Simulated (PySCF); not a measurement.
# C4H8F4Ge: the cost of one run

Computed with PySCF 2.14.0, with density-fitted response routines of our own, on a single molecule, in the gas phase or a continuum. Atoms are numbered from 0 throughout.

### Step 1. Starting geometry

17 atoms, charge 0, multiplicity 1; geometry from: GFN2-xTB. The atoms were then displaced at random by about 0.01 Å, so the start is not that level's minimum.

Bonds of the start (Å): C0–C1 1.51, C1–C2 1.52, C2–F3 1.41, C1–Ge4 2.02, Ge4–C5 2.02, C5–F6 1.35, C5–F7 1.35, C5–F8 1.36, C0–H9 1.11, C0–H10 1.07, C0–H11 1.11, C1–H12 1.12, C2–H13 1.09, C2–H14 1.11, Ge4–H15 1.52, Ge4–H16 1.48.

### Step 2. Optimising the geometry at PBE0-D3(BJ)/def2-SVP

The job: settings as JSON, then the geometry in Å.

```
{"job": {"xc": "PBE0", "basis": "def2-SVP", "d3": "d3bj", "grid": 1, "shake": 0.01, "kind": "geom"}, "charge": 0, "multiplicity": 1}
C     -1.270670     1.206900     0.622870
C     -1.022780     0.146380    -0.420230
C     -1.250350    -1.244470     0.145550
F     -0.451340    -2.132180    -0.602170
Ge     0.855110     0.222430    -1.147200
C      2.156940    -0.184700     0.343250
F      2.876550     0.902610     0.693830
F      3.071760    -1.118370    -0.012660
F      1.577420    -0.620920     1.498890
H     -2.321110     1.168500     0.984920
H     -0.635100     1.120170     1.483150
H     -1.130920     2.220050     0.191140
H     -1.717250     0.301640    -1.278830
H     -2.287280    -1.571360     0.111640
H     -0.862580    -1.329240     1.179340
H      1.225050     1.645280    -1.540090
H      1.170040    -0.720910    -2.243210
```

Started as:

```bash
$ OMP_NUM_THREADS=1 python probes_run.py task.json out
```

This one command runs all jobs of the session in turn.

**Question.** How long does this first job take on 1 thread of Arm Neoverse V1, shared host, and how much memory does it need?

About 11 min, with a peak of 0.83 GiB.
